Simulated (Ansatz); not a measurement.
# AsGaH₅N: a ladder of functionals and wavefunction methods

Aim: compute AsGaH₅N with functionals from several rungs and with coupled cluster. The yardstick is the atomisation energy at the CCSD(T) limit.

Program: Ansatz 0.2.0, Gaussian basis. Level of theory: functionals in def2-TZVPP, the program's frozen cores in correlated methods. These are calculated values, not measurements.

Plan: LDA (SPW92), PBE-D4, revPBE-D4, BLYP-D4, r2SCAN-D4, B97M-V, PBE0-D4, B3LYP-D4, r2SCANh-D4, r2SCAN0-D4, HSE06-D4, BHLYP-D4, CAM-B3LYP-D4, LC-ωPBE, ωB97X-V, ωB97M-V, B2PLYP, PBE-QIDH; CCSD(T)/def2-SVP; CCSD(T)/def2-TZVPP; MP2/def2-QZVPP; extrapolation to the limit; RPA on PBE.

## Step 1: The relaxed structure

All runs share one geometry, relaxed beforehand with PBE0-D4 in a triple-zeta def2 set.

SMILES `N[AsH][GaH2]`, 8 atoms, charge 0, spin multiplicity 1.

Atoms are counted from 1 here; the program's logs count them from 0.

Bond lengths: N1–As2 1.870 Å, N1–H4 1.011 Å, N1–H5 1.011 Å, As2–Ga3 2.416 Å, As2–H6 1.530 Å, Ga3–H7 1.576 Å, Ga3–H8 1.571 Å. Angles: As2–N1–H4 114.2°, As2–N1–H5 109.0°, H4–N1–H5 108.1°, N1–As2–Ga3 101.8°, N1–As2–H6 97.5°, Ga3–As2–H6 90.0°, As2–Ga3–H7 118.7°, As2–Ga3–H8 120.3°, H7–Ga3–H8 121.0°.

## Step 2: LDA

This LDA is Slater exchange with PW92 correlation.

The input, in.yaml:

```yaml
crystal:
  periodic: [false, false, false]
  atoms:
    - {symbol: N, position_ang: [-0.403315, 1.508045, -0.762341]}
    - {symbol: As, position_ang: [-1.237525, 0.095686, 0.135621]}
    - {symbol: Ga, position_ang: [0.608429, -1.420875, 0.495852]}
    - {symbol: H, position_ang: [0.579343, 1.357923, -0.947372]}
    - {symbol: H, position_ang: [-0.870204, 1.657014, -1.646894]}
    - {symbol: H, position_ang: [-1.070201, 0.637589, 1.556719]}
    - {symbol: H, position_ang: [1.881879, -1.294909, -0.424528]}
    - {symbol: H, position_ang: [0.511594, -2.540473, 1.592954]}
basis:
  gaussian: {orbitals: def2-TZVPP}
hamiltonian: {xc: lda}
output: {orbitals: {seedname: orbitals}}
```

Launch:

```sh
$ ansatz run in.yaml --threads 4 --pin off --events-out ev --progress --plain --max-ram 10444MiB
```

Further steps of the session: PBE-D4 (GGA); revPBE-D4 (GGA); BLYP-D4 (GGA); r2SCAN-D4 (meta-GGA); B97M-V (meta-GGA); B3LYP-D4 (hybrid); r2SCANh-D4 (hybrid); r2SCAN0-D4 (hybrid); HSE06-D4 (hybrid); BHLYP-D4 (hybrid); CAM-B3LYP-D4 (range-separated); LC-ωPBE (range-separated); ωB97X-V (range-separated); ωB97M-V (range-separated); B2PLYP (double hybrid); PBE-QIDH (double hybrid); CCSD(T) in def2-SVP; CCSD(T) in def2-TZVPP; MP2 in def2-QZVPP; RPA on PBE orbitals.

Before running them: what should the planned runs give, taken together? Wanted: atomisation energy, CCSD(T)/CBS; farthest beyond LDA; mean size of error, GGA; mean size of error, meta-GGA; mean size of error, hybrid; mean size of error, range-separated; mean size of error, double hybrid; gap, smallest and largest; T1 diagnostic.

**Answer**, as computed:

```
                               quantity                                                                value
        atomisation energy, CCSD(T)/CBS                                                            21.380 eV
    functionals within 0.214 eV (1.0 %)  PBE-D4, BLYP-D4, r2SCAN-D4, B97M-V, B3LYP-D4, CAM-B3LYP-D4, ωB97M-V
                    farthest beyond LDA                                                 BHLYP-D4 (-0.618 eV)
                mean size of error, GGA                                                             0.201 eV
           mean size of error, meta-GGA                                                             0.133 eV
             mean size of error, hybrid                                                             0.319 eV
    mean size of error, range-separated                                                             0.197 eV
      mean size of error, double hybrid                                                             0.408 eV
              gap, smallest and largest                             3.05 eV (LDA (SPW92)), 9.52 eV (LC-ωPBE)
                          T1 diagnostic                                                               0.0125
triples share of the correlation energy                                                                3.8 %
```

In words: LDA overbinds by 3.387 eV (16 %). PBE-D4 is off by +0.193 eV. Double hybrids carry the basis error of their MP2 part in triple zeta, and no dispersion term here, so their miss is partly the set-up's. The rungs meta-GGA, range-separated, GGA miss on average by less than the doubt on the reference (0.214 eV), so they tie. Misses under about 0.214 eV are within the doubt on the reference itself, which lacks core-valence correlation, relativity and higher excitations, and its outer-core shells are covered unevenly. Hartree-Fock recovers 64 % of the binding; the rest is correlation. CCSD(T) in def2-SVP is off by -2.091 eV, worse than the median functional, from the basis alone. The gap grows from 3.0 to 9.5 eV across the functionals, mostly with the share of exact exchange. Correlated methods include outer-core shells of As, Ga, which these sets cover unevenly.
